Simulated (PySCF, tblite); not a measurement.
# C6H13AlS2: geometry, infrared bands and NMR shifts

What infrared bands and NMR shifts should C6H13AlS2 (`CCCC[C@H]1C[S][AlH][S]1`) show?

Computed with tblite 0.8.0 and PySCF 2.14.0, with density-fitted response routines of our own, on a single molecule in the gas phase. Atoms count from 0, in the outputs and in this text.

**1. The molecule as given**

22 atoms, charge 0, multiplicity 1; geometry from: force field or distance geometry start.

Bonds of the start (Å): C0–C1 1.53, C1–C2 1.51, C2–C3 1.54, C3–C4 1.51, C4–C5 1.48, C5–S6 1.82, S6–Al7 2.28, Al7–S8 2.29, S8–C4 1.82, C0–H9 1.11, C0–H10 1.11, C0–H11 1.10, C1–H12 1.11, C1–H13 1.09, C2–H14 1.12, C2–H15 1.10, C3–H16 1.10, C3–H17 1.11, C4–H18 1.12, C5–H19 1.10, C5–H20 1.12, Al7–H21 1.61.

**2. Geometry optimisation with GFN2-xTB**

The job: settings as JSON, then the geometry in Å.

```
{"job": {"kind": "relax", "xc": "GFN2-xTB", "basis": "xTB"}, "charge": 0, "multiplicity": 1}
C      3.190200    -0.003400     0.856800
C      2.052700     0.191300    -0.152000
C      0.781500    -0.456400     0.345800
C     -0.265600    -0.187000    -0.751600
C     -1.607400    -0.780800    -0.387800
C     -2.232400    -0.262200     0.852900
S     -2.427400     1.544600     0.709300
Al    -3.355700     1.527100    -1.370900
S     -2.803500    -0.665900    -1.755900
H      3.348200    -1.076200     1.074700
H      2.957600     0.542200     1.795700
H      4.092400     0.454500     0.430700
H      2.366400    -0.370500    -1.059600
H      1.857300     1.250400    -0.339700
H      0.450900     0.028300     1.294900
H      0.975800    -1.524200     0.517200
H     -0.296900     0.904400    -0.905100
H      0.106200    -0.716800    -1.653500
H     -1.429300    -1.881100    -0.258800
H     -3.174600    -0.787400     1.076700
H     -1.526700    -0.411200     1.713400
H     -3.070000     2.699700    -2.434700
```

On the command line:

```bash
OMP_NUM_THREADS=1 python probes_run.py task.json out
```

The driver reads the jobs from task.json and runs them one after another.

**Question.** This job is followed by: GFN2-xTB harmonic vibrations, gas phase; GIAO PBE0/pcSseg-1 NMR shielding, non-relativistic, gas phase. Predict these results of the whole session: strongest single infrared mode (GFN2-xTB); zero-point energy (GFN2-xTB); 13C shifts against TMS (PBE0/pcSseg-1); 1H shifts against TMS (PBE0/pcSseg-1, means over atoms taken as alike); 33S shifts against CS2 (PBE0/pcSseg-1); 27Al shifts against AlH4- (PBE0/pcSseg-1).

**Answer**, as computed:

| quantity | value |
| --- | --- |
| strongest single infrared mode (GFN2-xTB) | 1945 cm⁻¹, 425 km/mol |
| zero-point energy (GFN2-xTB) | 110.7 kcal/mol |
| 13C shifts against TMS (PBE0/pcSseg-1) | 54.0, 47.2, 42.4, 35.8, 28.1, 17.1 ppm |
| 1H shifts against TMS (PBE0/pcSseg-1, means over atoms taken as alike) | 5.23, 3.52, 3.44, 3.14, 1.73, 1.54, 1.25, 1.22, 1.15, 1.04, 0.86 ppm |
| 33S shifts against CS2 (PBE0/pcSseg-1) | 2, -129 ppm |
| 27Al shifts against AlH4- (PBE0/pcSseg-1) | 192.2 ppm |

Relaxing lowered the energy by 0.774 eV in 90 steps; the close pair that moved most is Al7–H21, from 1.609 to 1.513 Å. No mode is imaginary among the 60: a minimum at this level. The strongest single mode, at 1945 cm⁻¹, moves mainly H21. GFN2-xTB is a fitted tight-binding method: band positions and strengths are rough. Its intensities can rank the bands wrongly. At PBE0/pcSseg-1: The widest tensor belongs to S8: span 314 ppm, with a paramagnetic part of -556 ppm.
